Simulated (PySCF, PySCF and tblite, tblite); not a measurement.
# C5H7FGe: a path driven as a shift of bonds, and NMR exchange

How fast is a shift of bonds in C5H7FGe (`F[C]1([GeH3])C=CC=C1`), and when do the exchanging lines merge?

Computed with tblite 0.8.0 (tight binding) and PySCF 2.14.0 (DFT, with response routines of our own); each step states its level. Atoms count from 0 throughout.

## (1) The starting structure

14 atoms, charge 0, multiplicity 1; geometry from: force field or distance geometry start.

Bonds of the start (Å): C1–C3 1.49, C1–C6 1.49, C1–Ge2 1.93, C3–C4 1.31, C3–H10 1.09, C4–C5 1.46, C4–H11 1.08, C5–C6 1.32, C5–H12 1.08, C6–H13 1.08, F0–C1 1.39, Ge2–H7 1.55, Ge2–H8 1.55, Ge2–H9 1.55.

## (2) GFN2-xTB relaxation, start minimum

The job: settings as JSON, then the geometry in Å.

```
{"job": {"xc": "GFN2-xTB", "basis": "xTB", "kind": "relax"}, "charge": 0, "multiplicity": 1}
F     -0.743900     0.362700     1.904900
C     -0.370100     0.076100     0.601900
Ge    -1.797500    -0.801400    -0.364400
C      0.871100    -0.756500     0.595100
C      1.856300    -0.120600     0.009000
C      1.368900     1.176800    -0.440200
C      0.102600     1.303600    -0.099400
H     -1.325600    -1.104500    -1.805600
H     -3.030400     0.142400    -0.417000
H     -2.195600    -2.118500     0.352800
H      0.959000    -1.756500     1.028300
H      2.855600    -0.506200    -0.134500
H      1.947700     1.929000    -0.949500
H     -0.499000     2.173200    -0.303600
```

Run with:

```sh
> OMP_NUM_THREADS=1 python ens_run.py task.json out
```

One launch serves the whole session.

The program printed:

```text
step      E/eV     max force
  0    -567.74908    1.992
  1    -567.83542    1.548
  2    -567.89194    0.525
  3    -567.92103    0.396
  4    -567.93710    0.523
  5    -567.96093    0.533
  6    -567.97644    0.298
  7    -567.98718    0.283
  8    -567.99427    0.283
  9    -568.00173    0.328
 10    -568.00780    0.246
 11    -568.01491    0.300
 12    -568.02237    0.274
 13    -568.02842    0.224
 14    -568.03249    0.222
 15    -568.03573    0.161
 16    -568.03916    0.228
 17    -568.04340    0.219
 18    -568.04634    0.132
 19    -568.04766    0.083
 20    -568.04865    0.079
 21    -568.05010    0.090
 22    -568.05169    0.111
 23    -568.05307    0.083
 24    -568.05423    0.098
 25    -568.05563    0.113
 26    -568.05772    0.131
 27    -568.06040    0.152
 28    -568.06299    0.117
 29    -568.06511    0.112
 30    -568.06716    0.101
 31    -568.06970    0.127
 32    -568.07241    0.155
 33    -568.07463    0.162
 34    -568.07632    0.120
 35    -568.07774    0.101
 36    -568.07885    0.085
 37    -568.07950    0.060
 38    -568.07988    0.061
 39    -568.08024    0.058
 40    -568.08060    0.056
 41    -568.08086    0.034
 42    -568.08097    0.019
 43    -568.08102    0.015
 44    -568.08107    0.014
 45    -568.08110    0.012
 46    -568.08113    0.013
 47    -568.08115    0.013
 48    -568.08118    0.012
 49    -568.08120    0.010
 50    -568.08122    0.005
 51    -568.08122    0.004
 52    -568.08122    0.003
 53    -568.08122    0.003
 54    -568.08122    0.003
 55    -568.08123    0.003
```

Wall time 0.27 s (1 thread of Arm Neoverse V2, shared host).

Gain 0.332 eV; displacement 0.23 Å root mean square.

## (3) Relaxed scan, to the middle

The job: settings as JSON, then the geometry in Å.

```
{"job": {"xc": "GFN2-xTB", "basis": "xTB", "coordinate": [["d", [2, 1], 1], ["d", [2, 6], -1]], "kind": "drive"}, "charge": 0, "multiplicity": 1}
F     -0.984559     0.300391     1.970299
C     -0.309404     0.148860     0.779633
Ge    -1.659098    -0.764807    -0.432522
C      0.868072    -0.731370     0.741796
C      1.763612    -0.180637    -0.105511
C      1.285199     1.100588    -0.539878
C      0.090028     1.352867     0.035570
H     -1.059485    -0.998454    -1.780870
H     -2.872504     0.108549    -0.531569
H     -2.064979    -2.059427     0.203248
H      0.936722    -1.653970     1.287736
H      2.701205    -0.610621    -0.409517
H      1.820166     1.750009    -1.209575
H     -0.515651     2.237550    -0.031005
```

The program printed:

```text
point  coordinate     E/eV
  0     -0.619     -568.06137
  1     -0.479     -568.00499
  2     -0.332     -567.92240
  3     -0.172     -567.83621
  4      0.027     -567.86101
```

It took 0.82 s on 1 thread of Arm Neoverse V2, shared host.

The highest point is number 3, 5.2 kcal/mol above the first.

## (4) Relaxed scan, from the middle, back

The job: settings as JSON, then the geometry in Å.

```
{"job": {"xc": "GFN2-xTB", "basis": "xTB", "coordinate": [["d", [2, 1], 1], ["d", [2, 6], -1]], "kind": "drive"}, "charge": 0, "multiplicity": 1}
F     -0.926292    -0.097100     2.150479
C     -0.113072    -0.017432     1.072899
Ge    -1.549338    -0.466349    -0.595986
C      1.044226    -0.747081     0.865116
C      1.725095    -0.136461    -0.195169
C      1.031485     0.973610    -0.629891
C     -0.154313     1.100505     0.131688
H     -0.728303    -1.336595    -1.491069
H     -2.472032     0.406199    -1.430754
H     -2.464580    -1.242080     0.316289
H      1.359909    -1.603440     1.429771
H      2.655976    -0.487474    -0.601930
H      1.328980     1.645354    -1.414629
H     -0.709693     2.006692     0.306225
```

The program printed:

```text
point  coordinate     E/eV
  0     -0.058     -567.82724
  1     -0.187     -567.84717
  2     -0.293     -567.89660
  3     -0.394     -567.95967
  4     -0.485     -568.00945
  5     -0.576     -568.04675
  6     -0.666     -568.06990
  7     -0.755     -568.07789
```

Run time: 0.94 s. Hardware: 1 thread of Arm Neoverse V2, shared host.

## (5) Relaxed scan, from the middle, on

job is that of step 4.

The program printed:

```text
point  coordinate     E/eV
  0      0.162     -567.96066
  1      0.254     -568.04391
  2      0.345     -568.13003
  3      0.428     -568.19866
  4      0.511     -568.25407
  5      0.593     -568.29428
  6      0.675     -568.31921
  7      0.757     -568.32949
```

Wall time 0.93 s (1 thread of Arm Neoverse V2, shared host).

## (6) Nudged elastic band, leg 1

The job: settings as JSON, then the geometry in Å.

```
{"job": {"xc": "GFN2-xTB", "basis": "xTB", "kind": "neb"}, "charge": 0, "multiplicity": 1}
F     -0.975867     0.300393     1.963610
C     -0.303978     0.147508     0.771159
Ge    -1.658658    -0.764613    -0.436610
C      0.872452    -0.734292     0.731581
C      1.767772    -0.184545    -0.116524
C      1.290398     1.097454    -0.550166
C      0.096146     1.351002     0.026495
H     -1.063581    -0.999951    -1.786404
H     -2.872207     0.109014    -0.532182
H     -2.064168    -2.058206     0.201210
H      0.940589    -1.657481     1.276678
H      2.704774    -0.615516    -0.421127
H      1.824977     1.746443    -1.220584
H     -0.508799     2.236248    -0.039148
```

The program printed:

```text
image   E - E0 / eV
  0       0.0000
  1       0.0182
  2       0.0825
  3       0.2536
  4      -0.0972
  5      -0.2225
  6      -0.2515
```

Run time: 2.2 s. Hardware: 1 thread of Arm Neoverse V2, shared host.

The highest point is number 3, 5.8 kcal/mol above the first.

## (7) Saddle search, leg 1

The job: settings as JSON, then the geometry in Å.

```
{"job": {"xc": "GFN2-xTB", "basis": "xTB", "kind": "saddle"}, "charge": 0, "multiplicity": 1}
F     -0.936752     0.006154     2.150171
C     -0.158700     0.020063     1.039850
Ge    -1.549794    -0.519883    -0.545986
C      1.008641    -0.745972     0.865855
C      1.719143    -0.170024    -0.172552
C      1.060633     0.973611    -0.625853
C     -0.103280     1.151611     0.115663
H     -0.735490    -1.163553    -1.621303
H     -2.556503     0.434276    -1.152140
H     -2.373939    -1.499898     0.259055
H      1.290101    -1.591271     1.464560
H      2.644744    -0.547331    -0.568789
H      1.388257     1.609857    -1.427432
H     -0.697060     2.042360     0.218900
```

The program printed:

```text
step      E/eV     max force
  0    -567.82765   0.0526
  1    -567.82920   0.0150
  2    -567.82921   0.0000
lowest wavenumbers (cm-1): -290.6 154.3 186.5 209.5 335.2 354.0
```

Wall time 1.5 s (1 thread of Arm Neoverse V2, shared host).

Point group C1; 1 imaginary mode, 291i cm⁻¹, carried by C6, C1, Ge2. Steps downhill from it reached both ends.

## (8) DFT refinement, start: B3LYP-D3(BJ)/def2-SVP

The job: settings as JSON, then the geometry in Å.

```
{"job": {"xc": "B3LYP", "basis": "def2-SVP", "kind": "refine"}, "charge": 0, "multiplicity": 1}
F     -0.984559     0.300391     1.970299
C     -0.309404     0.148860     0.779633
Ge    -1.659098    -0.764807    -0.432522
C      0.868072    -0.731370     0.741796
C      1.763612    -0.180637    -0.105511
C      1.285199     1.100588    -0.539878
C      0.090028     1.352867     0.035570
H     -1.059485    -0.998454    -1.780870
H     -2.872504     0.108549    -0.531569
H     -2.064979    -2.059427     0.203248
H      0.936722    -1.653970     1.287736
H      2.701205    -0.610621    -0.409517
H      1.820166     1.750009    -1.209575
H     -0.515651     2.237550    -0.031005
```

The program printed:

```text
step      E/eV     max force
  0    -64521.28175   0.8251
  1    -64521.39546   0.2088
  2    -64521.40020   0.0170
  3    -64521.40025   0.0099
```

Run time: 63 s. Hardware: 1 thread of Arm Neoverse V2, shared host; peak memory 0.62 GiB.

Relaxing gained 0.118 eV and moved the atoms by 0.04 Å on average (rms).

**DFT refinement, saddle of leg 1: B3LYP-D3(BJ)/def2-SVP**

The job: settings as JSON, then the geometry in Å.

```
{"job": {"xc": "B3LYP", "basis": "def2-SVP", "kind": "refine"}, "charge": 0, "multiplicity": 1}
F     -0.932992     0.011201     2.155024
C     -0.148087     0.024191     1.051491
Ge    -1.548384    -0.510045    -0.552106
C      1.006914    -0.746604     0.863266
C      1.717131    -0.165699    -0.177972
C      1.059898     0.975699    -0.625948
C     -0.114795     1.142705     0.111101
H     -0.730665    -1.199034    -1.596408
H     -2.559859     0.429396    -1.173388
H     -2.373974    -1.482965     0.262639
H      1.283354    -1.604527     1.445764
H      2.641974    -0.543315    -0.575612
H      1.395016     1.627575    -1.411867
H     -0.695532     2.041423     0.224015
```

The program printed:

```text
step      E/eV     max force
  0    -64520.85806   0.7232
  1    -64520.96768   0.3119
  2    -64520.97535   0.0428
  3    -64520.97545   0.0077
```

It took 64 s on 1 thread of Arm Neoverse V2, shared host; peak memory 0.62 GiB.

Gain 0.117 eV; displacement 0.04 Å root mean square.

DFT refinement, end: B3LYP-D3(BJ)/def2-SVP:

The job: settings as JSON, then the geometry in Å.

```
{"job": {"xc": "B3LYP", "basis": "def2-SVP", "kind": "refine"}, "charge": 0, "multiplicity": 1}
F     -0.747441    -0.492147     2.233564
C      0.107248    -0.176725     1.243311
Ge    -1.749764    -0.257537    -0.812789
C      1.345360    -0.653098     1.034619
C      1.840622    -0.029356    -0.164043
C      0.907369     0.798845    -0.671621
C     -0.312360     0.731656     0.162010
H     -1.194056    -1.538310    -1.337402
H     -2.240754     0.579556    -1.954345
H     -2.888644    -0.532085     0.114351
H      1.884941    -1.355140     1.641783
H      2.820350    -0.212755    -0.567476
H      0.994897     1.422805    -1.543057
H     -0.717918     1.687749     0.489082
```

The program printed:

```text
step      E/eV     max force
  0    -64521.63706   1.1819
  1    -64521.75003   0.4645
  2    -64521.76529   0.0873
  3    -64521.76585   0.0204
  4    -64521.76591   0.0114
```

Run time: 78 s. Hardware: 1 thread of Arm Neoverse V2, shared host; peak memory 0.62 GiB.

Gain 0.129 eV; displacement 0.10 Å root mean square.

## (9) Shieldings, start: PBE0/pcSseg-1

The job: settings as JSON, then the geometry in Å.

```
{"job": {"kind": "nmr", "xc": "PBE0", "basis": "pcSseg-1", "pop": false}, "charge": 0, "multiplicity": 1}
F     -0.959815     0.313615     1.985965
C     -0.323192     0.140165     0.770186
Ge    -1.687320    -0.775618    -0.433469
C      0.881208    -0.741333     0.750071
C      1.794962    -0.177753    -0.081105
C      1.306105     1.131189    -0.524413
C      0.092333     1.371015     0.034820
H     -1.071298    -1.018890    -1.820812
H     -2.922859     0.142499    -0.525610
H     -2.088822    -2.103953     0.238989
H      0.937529    -1.701159     1.263216
H      2.740454    -0.623138    -0.393407
H      1.839004     1.790414    -1.210924
H     -0.538969     2.252472    -0.075674
```

The program printed:

```text
coarse grid: 55920 points
cycle   1  E = -2370.5959257733  dE =  2.347e-01  |g| = 9.716e-01  |ddm| = 3.530e+00
cycle   2  E = -2370.5432885143  dE =  5.264e-02  |g| = 1.082e+00  |ddm| = 1.193e+00
cycle   3  E = -2370.6797862452  dE = -1.365e-01  |g| = 1.531e-01  |ddm| = 8.013e-01
cycle   4  E = -2370.6831294547  dE = -3.343e-03  |g| = 8.017e-02  |ddm| = 1.724e-01
cycle   5  E = -2370.6845170910  dE = -1.388e-03  |g| = 1.534e-02  |ddm| = 6.953e-02
cycle   6  E = -2370.6845637115  dE = -4.662e-05  |g| = 4.862e-03  |ddm| = 1.693e-02
cycle   7  E = -2370.6845686831  dE = -4.972e-06  |g| = 9.644e-04  |ddm| = 5.806e-03
final grid: 118288 points
cycle   8  E = -2370.6846282149  dE =  8.748e-08  |g| = 1.339e-03  |ddm| = 3.003e-03
cycle   9  E = -2370.6846276515  dE =  5.634e-07  |g| = 2.104e-03  |ddm| = 3.240e-03
cycle  10  E = -2370.6846286087  dE = -9.572e-07  |g| = 2.473e-04  |ddm| = 1.931e-03
cycle  11  E = -2370.6846286235  dE = -1.479e-08  |g| = 6.094e-05  |ddm| = 2.601e-04
cycle  12  E = -2370.6846286243  dE = -7.922e-10  |g| = 1.070e-05  |ddm| = 5.810e-05
converged SCF energy = -2370.6846286243

GIAO shielding tensors (ppm)
atom      isotropic    diamagn.    paramagn.     s11        s22        s33       span
  0 F      392.987     472.399     -79.412    334.630    394.233    450.097    115.468
  1 C       72.879     242.155    -169.277     53.701     59.645    105.290     51.589
  2 Ge    1485.346    2756.353   -1271.007   1353.147   1472.540   1630.350    277.203
  3 C       42.243     254.050    -211.807    -57.160     24.233    159.656    216.816
  4 C       49.188     253.113    -203.925    -51.215     47.601    151.177    202.392
  5 C       49.187     253.115    -203.928    -51.198     47.593    151.165    202.363
  6 C       42.242     254.055    -211.813    -57.140     24.169    159.696    216.835
  7 H       28.004      28.231      -0.226     21.279     24.568     38.167     16.887
  8 H       26.537      28.432      -1.896     20.396     22.152     37.062     16.666
  9 H       26.537      28.432      -1.894     20.402     22.146     37.065     16.662
 10 H       24.408      31.185      -6.777     21.478     24.681     27.065      5.587
 11 H       24.854      30.100      -5.245     23.357     23.802     27.403      4.045
 12 H       24.854      30.100      -5.247     23.358     23.801     27.402      4.045
 13 H       24.410      31.188      -6.778     21.477     24.682     27.070      5.593
```

Run time: 22 s. Hardware: 1 thread of Arm Neoverse V2, shared host; peak memory 0.87 GiB.

This run: HOMO -6.77 eV, LUMO -1.45 eV; dipole 1.76 D.

(Part 1 of 2 ends here.)
